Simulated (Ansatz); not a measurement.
# FH3NOPSn: small, medium and large basis sets

An exercise on one series of results from a longer session: the logs are not shown, and one member is left open.

Program: Ansatz 0.2.0, Gaussian basis. Level of theory: one geometry, several basis sets. These are calculated values, not measurements.

The runs, in order: PBE0-D4/def2-SVP; ωB97M-V/def2-SVP; PBE0-D4/def2-QZVPP; ωB97M-V/def2-QZVPP; the functionals' def2-TZVPP values are taken from earlier runs.

## Structure used throughout

The geometry comes from an earlier relaxation with PBE0-D4 in a triple-zeta def2 set; it is a stationary point, not always the lowest conformer. Sn takes the def2 core potential; no spin-orbit term is included.

SMILES `[F][SnH]1[NH]P[O]1`, 8 atoms, charge 0, spin multiplicity 1.

Atoms are counted from 1 here; the program's logs count them from 0.

Bond lengths: F1–Sn2 1.911 Å, Sn2–N3 2.021 Å, Sn2–O5 1.985 Å, Sn2–H6 1.692 Å, N3–P4 1.741 Å, N3–H7 1.011 Å, P4–O5 1.657 Å, P4–H8 1.433 Å. Angles: F1–Sn2–N3 112.2°, F1–Sn2–O5 110.0°, F1–Sn2–H6 105.3°, N3–Sn2–O5 76.4°, N3–Sn2–H6 129.4°, O5–Sn2–H6 120.8°, Sn2–N3–P4 93.0°, Sn2–N3–H7 121.5°, P4–N3–H7 116.7°, N3–P4–O5 93.6°, N3–P4–H8 97.3°, O5–P4–H8 97.5°, Sn2–O5–P4 97.0°.

Set-up of the first run:

Input file in.yaml:

```yaml
crystal:
  periodic: [false, false, false]
  atoms:
    - {symbol: F, position_ang: [-1.039178, 2.102811, -0.795894]}
    - {symbol: Sn, position_ang: [-0.222379, 0.939310, 0.480983]}
    - {symbol: N, position_ang: [1.084130, -0.340953, -0.379092]}
    - {symbol: P, position_ang: [0.006751, -1.697610, -0.210076]}
    - {symbol: O, position_ang: [-1.177514, -0.800671, 0.523442]}
    - {symbol: H, position_ang: [-0.049575, 1.868340, 1.884322]}
    - {symbol: H, position_ang: [2.022361, -0.458633, -0.021544]}
    - {symbol: H, position_ang: [-0.532298, -1.669794, -1.537940]}
basis:
  gaussian: {orbitals: def2-SVP}
hamiltonian: {xc: pbe0, dispersion: d4}
output: {orbitals: {seedname: orbitals}}
```

Among the steps run: PBE0-D4 in def2-SVP; ωB97M-V in def2-SVP; PBE0-D4 in def2-QZVPP; ωB97M-V in def2-QZVPP.

One table of the session follows, with a row left open; its other results are not shown here.

It belongs to the step «Functionals by basis». 

| functional | basis | HOMO (eV) |
| --- | --- | --- |
| PBE0-D4 | def2-SVP | -6.46 |
| PBE0-D4 | def2-TZVPP | -6.56 |
| PBE0-D4 | def2-QZVPP | -6.59 |
| ωB97M-V | def2-SVP | -8.61 |
| ωB97M-V | def2-TZVPP | ? |
| ωB97M-V | def2-QZVPP | -8.78 |

**Question.** Estimate the row for ωB97M-V, def2-TZVPP.

**Answer.** HOMO (eV): -8.74. In the column «HOMO (eV)» it lies between ωB97M-V, def2-QZVPP (-8.78) and ωB97M-V, def2-SVP (-8.61).
